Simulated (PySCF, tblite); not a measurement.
# C₄H₈NO₃S−: geometry, infrared bands and NMR shifts

Wanted: the infrared bands and NMR shifts of C₄H₈NO₃S− (`C/N=C/CCS(=O)(=O)[O-]`), by calculation.

The runs use tblite 0.8.0 and PySCF 2.14.0, with density-fitted response routines of our own; the level of theory stands in each step. All values are computed, except where a source is named. Atoms count from 0, in the outputs and in this text.

## (1) Starting geometry

17 atoms, charge -1, multiplicity 1; geometry from: force field or distance geometry start.

Bonds of the start (Å): C0–N1 1.48, N1–C2 1.29, C2–C3 1.52, C3–C4 1.51, C4–S5 1.77, S5–O6 1.46, S5–O7 1.45, S5–O8 1.47, C0–H9 1.08, C0–H10 1.10, C0–H11 1.10, C2–H12 1.11, C3–H13 1.09, C3–H14 1.10, C4–H15 1.09, C4–H16 1.10.

## (2) Optimising the geometry with GFN2-xTB

The job: settings as JSON, then the geometry in Å.

```
{"job": {"kind": "relax", "xc": "GFN2-xTB", "basis": "xTB"}, "charge": -1, "multiplicity": 1}
C      2.814600     0.360600     0.945600
N      1.977900     0.147300    -0.250400
C      0.796400    -0.245000     0.070900
C     -0.230300    -0.493300    -1.017900
C     -1.312000     0.563600    -1.010800
S     -2.460800     0.419300     0.333200
O     -3.466700     1.427600     0.014600
O     -2.907600    -0.959500     0.250600
O     -1.636400     0.718500     1.511500
H      3.780900     0.739900     0.640400
H      2.356400     1.108200     1.610800
H      2.964100    -0.573200     1.497700
H      0.465000    -0.397100     1.123800
H      0.288200    -0.498900    -1.980300
H     -0.645200    -1.493400    -0.850400
H     -1.907200     0.475900    -1.922400
H     -0.884400     1.577200    -0.976900
```

Command:

```bash
$ OMP_NUM_THREADS=1 python probes_run.py task.json out
```

This one command runs all jobs of the session in turn.

**Question.** This job is followed by: GFN2-xTB harmonic vibrations, gas phase; GIAO PBE0/pcSseg-1 NMR shielding, non-relativistic, gas phase. What will the session give for the following? strongest single infrared mode (GFN2-xTB); zero-point energy (GFN2-xTB); ¹³C shifts against TMS (PBE0/pcSseg-1); ¹H shifts against TMS (PBE0/pcSseg-1, means over atoms taken as alike); ¹⁵N shifts against NH3 (PBE0/pcSseg-1); ³³S shifts against CS2 (PBE0/pcSseg-1); ¹⁷O shifts against H2O (PBE0/pcSseg-1, means over atoms taken as alike).

**Answer**, as computed:

```
                                                               quantity                        value
                              strongest single infrared mode (GFN2-xTB)        1146 cm⁻¹, 479 km/mol
                                           zero-point energy (GFN2-xTB)                78.2 kcal/mol
                                 ¹³C shifts against TMS (PBE0/pcSseg-1)  183.2, 55.9, 50.7, 38.2 ppm
 ¹H shifts against TMS (PBE0/pcSseg-1, means over atoms taken as alike)   9.69, 3.34, 2.96, 2.13 ppm
                                 ¹⁵N shifts against NH3 (PBE0/pcSseg-1)                    343.1 ppm
                                 ³³S shifts against CS2 (PBE0/pcSseg-1)                      315 ppm
¹⁷O shifts against H2O (PBE0/pcSseg-1, means over atoms taken as alike)                    225.8 ppm
```

**Reading.** Over 97 steps the energy fell by 0.353 eV; of the close pairs, C4–S5 changed most, 1.774 to 1.846 Å. All 45 modes are real, so the xTB geometry is a minimum. The strongest single mode, at 1146 cm⁻¹, moves mainly S5 and O7. Unscaled tight-binding wavenumbers are off by several per cent, some by more. Its intensities can rank the bands wrongly. At PBE0/pcSseg-1: Shielding is most anisotropic at N1 (span 652 ppm, paramagnetic term -403 ppm).
